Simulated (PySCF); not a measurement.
# H2O5Si2: the cost of one run

Method: relaxation, pbe, def2-tzvp, and further levels as typed in the inputs, in PySCF 2.14.0.

### Step 1. The system as given

Bond lengths: H1–O2 0.970 Å, O2–Si3 1.680 Å, Si3–O4 1.718 Å, O4–Si5 1.718 Å, Si5–O6 1.680 Å, O6–H7 0.970 Å, Si5–O8 1.680 Å, Si3–O9 1.718 Å, Si5–O9 1.718 Å. Angles: H1–O2–Si3 119.5°, O2–Si3–O4 129.2°, O2–Si3–O9 105.2°, O4–Si3–O9 90.0°, Si3–O4–Si5 90.0°, O4–Si5–O6 126.4°, O4–Si5–O8 105.6°, O4–Si5–O9 90.0°, O6–Si5–O8 107.1°, O6–Si5–O9 105.2°, O8–Si5–O9 123.8°, Si5–O6–H7 109.6°, Si3–O9–Si5 90.0°.

As a file:

```xyz
9

H     0.7786   -1.9242    2.5598
O     0.8039   -2.1758    1.6233
Si    0.4976   -1.0159    0.4472
O    -0.8909   -0.8173   -0.5452
Si   -1.3076    0.6059    0.3227
O    -1.2194    2.1831   -0.2492
H    -1.8663    2.3078   -0.9612
O    -2.8817    0.3630    0.8571
O     0.0809    0.4073    1.3151
```

### Step 2. Relaxation: H2O5Si2, charge +1

File run.py:

```python
from pyscf import gto, dft
from pyscf.geomopt.geometric_solver import optimize
mol = gto.M(atom="mol.xyz", basis="def2-tzvp", charge=1, spin=1, verbose=4)
mf = dft.UKS(mol, xc="pbe").density_fit().run(conv_tol=1e-9)
for i in range(6):  # look for a lower solution of the same spin
    mo, _, ok, _ = mf.stability(return_status=True)
    if ok: break
    mf.kernel(mf.make_rdm1(mo, mf.mo_occ))
print(f"converged SCF energy = {mf.e_tot:.10f}, stable: {ok}")
mf = mf.newton()  # steadier than the usual iterations for open shells
m = optimize(mf, maxsteps=60)
print("optimised structure (A):")
for k in range(m.natm): print(m.atom_symbol(k), *(f"{x:.8f}" for x in m.atom_coords(unit="A")[k]))
```

Run with:

```
$ python run.py
```

**Question.** How long does this run take on 8 threads of Intel Xeon Platinum 8488C (Sapphire Rapids), shared host?

About 8.2 min.
